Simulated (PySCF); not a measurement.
# C4H5FO2: the cost of one run

The runs use PySCF 2.14.0, with density-fitted response routines of our own; the level of theory stands in each step. All values are computed, except where a source is named. Atoms count from 0, in the outputs and in this text.

### 1 Starting geometry

12 atoms, charge 0, multiplicity 1; geometry from: GFN2-xTB. The atoms were then displaced at random by about 0.01 Å, so the start is not that level's minimum.

Bonds of the start (Å): O0–C1 1.19, C1–C2 1.51, C2–F3 1.34, C2–C4 1.54, C4–C5 1.47, C5–O6 1.41, O6–C4 1.40, C1–H7 1.08, C2–H8 1.13, C4–H9 1.07, C5–H10 1.08, C5–H11 1.08.

### 2 Optimising the geometry at PBE0-D3(BJ)/def2-SVP

What the job is given:

```
{"job": {"xc": "PBE0", "basis": "def2-SVP", "d3": "d3bj", "grid": 1, "shake": 0.01, "kind": "geom"}, "charge": 0, "multiplicity": 1}
O     -0.808730     1.962750    -0.076310
C     -1.402370     0.961390     0.163160
C     -0.730500    -0.307080     0.622990
F     -1.621480    -1.294660     0.744210
C      0.383940    -0.751560    -0.338080
C      1.572580     0.091750    -0.520330
O      1.626250    -1.108140     0.211540
H     -2.476060     0.857740     0.069240
H     -0.283130    -0.144370     1.651330
H      0.021420    -1.368260    -1.132170
H      1.669320     0.997160     0.064330
H      2.088460     0.075010    -1.468950
```

The run is started by

```bash
OMP_NUM_THREADS=1 python probes_run.py task.json out
```

The driver reads the jobs from task.json and runs them one after another.

Q: Estimate the wall time and peak memory of this first job on 1 thread of Arm Neoverse V1, shared host.

About 48 s, with a peak of 0.52 GiB.
